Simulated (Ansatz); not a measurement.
# C₂H₆BFSi: a ladder of functionals and wavefunction methods

The task here is to estimate one member of a computed series from the others.

Computed with Ansatz 0.2.0, Gaussian basis. Level: functionals in def2-TZVPP, the program's frozen cores in correlated methods.

The runs, in order: PBE-D4, r2SCAN-D4, PBE0-D4, B3LYP-D4, ωB97X-V, ωB97M-V, B2PLYP; CCSD(T)/def2-TZVPP; MP2/def2-QZVPP; extrapolation to the limit.

## Structure used throughout

The geometry comes from an earlier relaxation with PBE0-D4 in a triple-zeta def2 set; it is a stationary point, not always the lowest conformer.

SMILES `FB1CC1[SiH3]`, 11 atoms, charge 0, spin multiplicity 1.

Atoms are counted from 1 here; the program's logs count them from 0.

Bond lengths: F1–B2 1.309 Å, B2–C3 1.509 Å, B2–C4 1.507 Å, C3–C4 1.599 Å, C3–H6 1.087 Å, C3–H7 1.087 Å, C4–Si5 1.853 Å, C4–H8 1.090 Å, Si5–H9 1.489 Å, Si5–H10 1.489 Å, Si5–H11 1.487 Å. Angles: F1–B2–C3 148.6°, F1–B2–C4 147.2°, C3–B2–C4 64.0°, B2–C3–C4 57.9°, B2–C3–H6 122.4°, B2–C3–H7 120.3°, C4–C3–H6 116.1°, C4–C3–H7 116.3°, H6–C3–H7 112.6°, B2–C4–C3 58.0°, B2–C4–Si5 122.1°, B2–C4–H8 118.2°, C3–C4–Si5 116.8°, C3–C4–H8 115.7°, Si5–C4–H8 114.1°, C4–Si5–H9 108.6°, C4–Si5–H10 111.3°, C4–Si5–H11 111.2° and more.

The first run:

Contents of in.yaml:

```yaml
crystal:
  periodic: [false, false, false]
  atoms:
    - {symbol: F, position_ang: [-2.583105, -0.600935, -0.646456]}
    - {symbol: B, position_ang: [-1.374059, -0.099947, -0.640878]}
    - {symbol: C, position_ang: [-0.474365, 1.096443, -0.829327]}
    - {symbol: C, position_ang: [0.105625, -0.361049, -0.519464]}
    - {symbol: Si, position_ang: [0.933196, -0.601165, 1.121543]}
    - {symbol: H, position_ang: [-0.329586, 1.843265, -0.053090]}
    - {symbol: H, position_ang: [-0.284517, 1.488105, -1.825234]}
    - {symbol: H, position_ang: [0.611444, -0.854982, -1.348455]}
    - {symbol: H, position_ang: [0.118606, 0.075863, 2.168512]}
    - {symbol: H, position_ang: [2.293923, 0.002270, 1.135028]}
    - {symbol: H, position_ang: [1.048239, -2.044667, 1.458518]}
basis:
  gaussian: {orbitals: def2-TZVPP}
hamiltonian: {xc: pbe, dispersion: d4}
output: {forces: true, orbitals: {seedname: orbitals}}
```

The run is started by

```
$ ansatz run in.yaml --threads 4 --pin off --events-out ev --progress --plain --max-ram 10444MiB
```

Among the steps run: PBE-D4 (GGA); r2SCAN-D4 (meta-GGA); PBE0-D4 (hybrid); B3LYP-D4 (hybrid); ωB97X-V (range-separated); ωB97M-V (range-separated); B2PLYP (double hybrid); CCSD(T) in def2-TZVPP; MP2 in def2-QZVPP.

One of the session's tables, all rows but one given; the rest of the session is left out.

```
            method  atomisation energy (kJ/mol)
            PBE-D4                       4250.7
         r2SCAN-D4                       4203.4
           PBE0-D4                       4196.6
          B3LYP-D4                       4176.0
           ωB97X-V                       4193.6
           ωB97M-V                            ?
            B2PLYP                       4136.6
     HF/def2-TZVPP                       3168.8
    MP2/def2-TZVPP                       4143.1
   CCSD/def2-TZVPP                       4012.9
CCSD(T)/def2-TZVPP                       4067.0
           MP2/CBS                       4238.8
       CCSD(T)/CBS                       4162.8
```

Q: Estimate the row for ωB97M-V from the others.

The run gave: atomisation energy (kJ/mol): 4194.8. In the column «atomisation energy (kJ/mol)» it lies between ωB97X-V (4193.6) and PBE0-D4 (4196.6).

To keep in mind: Free atoms (1 F, 1 B, 2 C, 1 Si, 6 H) were run apart at each level; the atomisation energy is their sum less the molecule, without zero-point or spin-orbit terms.
